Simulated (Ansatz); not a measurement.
# CH6FInSi: basis-set convergence

Aim: see how fast density functionals converge with the basis set for CH6FInSi.

The runs use Ansatz 0.2.0, Gaussian basis; one geometry, several basis sets.

The runs, in order: PBE0-D4/def2-SVP; ωB97M-V/def2-SVP; PBE0-D4/def2-QZVPP; ωB97M-V/def2-QZVPP; the functionals' def2-TZVPP values are taken from earlier runs.

## (1) The relaxed structure

The geometry comes from an earlier relaxation with PBE0-D4 in a triple-zeta def2 set; it is a stationary point, not always the lowest conformer. In takes the def2 core potential; no spin-orbit term is included.

SMILES `[CH3][In]([F])[SiH3]`, 10 atoms, charge 0, spin multiplicity 1.

Atoms are counted from 1 here; the program's logs count them from 0.

Bond lengths: C1–In2 2.137 Å, C1–H5 1.091 Å, C1–H6 1.091 Å, C1–H7 1.089 Å, In2–F3 1.977 Å, In2–Si4 2.561 Å, Si4–H8 1.487 Å, Si4–H9 1.488 Å, Si4–H10 1.487 Å. Angles: In2–C1–H5 108.5°, In2–C1–H6 108.5°, In2–C1–H7 112.2°, H5–C1–H6 108.3°, H5–C1–H7 109.5°, H6–C1–H7 109.7°, C1–In2–F3 108.0°, C1–In2–Si4 143.9°, F3–In2–Si4 108.1°, In2–Si4–H8 109.4°, In2–Si4–H9 111.7°, In2–Si4–H10 109.4°, H8–Si4–H9 108.7°, H8–Si4–H10 109.0°, H9–Si4–H10 108.6°.

## (2) PBE0-D4 in def2-SVP

in.yaml

```yaml
crystal:
  periodic: [false, false, false]
  atoms:
    - {symbol: C, position_ang: [0.236090, 1.964643, -1.046510]}
    - {symbol: In, position_ang: [0.374389, -0.046687, -0.337405]}
    - {symbol: F, position_ang: [1.811049, -0.952633, -1.348382]}
    - {symbol: Si, position_ang: [-0.613612, -1.726729, 1.323698]}
    - {symbol: H, position_ang: [1.185936, 2.466368, -0.854075]}
    - {symbol: H, position_ang: [0.073755, 1.940904, -2.125142]}
    - {symbol: H, position_ang: [-0.571052, 2.515649, -0.565840]}
    - {symbol: H, position_ang: [0.456083, -2.204795, 2.239102]}
    - {symbol: H, position_ang: [-1.700898, -1.119618, 2.137806]}
    - {symbol: H, position_ang: [-1.168738, -2.888301, 0.579547]}
basis:
  gaussian: {orbitals: def2-SVP}
hamiltonian: {xc: pbe0, dispersion: d4}
output: {orbitals: {seedname: orbitals}}
```

After this run come: ωB97M-V in def2-SVP; PBE0-D4 in def2-QZVPP; ωB97M-V in def2-QZVPP.

Q: Predict the results of all the runs planned. Wanted: PBE0-D4: double and triple zeta above quadruple; ωB97M-V: double and triple zeta above quadruple.

The runs gave:

```
                                       quantity          value
PBE0-D4: double and triple zeta above quadruple  8.28, 0.54 eV
ωB97M-V: double and triple zeta above quadruple  8.47, 0.52 eV
```

In words: PBE0-D4 gains 7.74 eV from double to triple zeta, then 0.54 eV more. These are total energies; as a rule much of such shifts cancels in differences, which this series doesn't test.
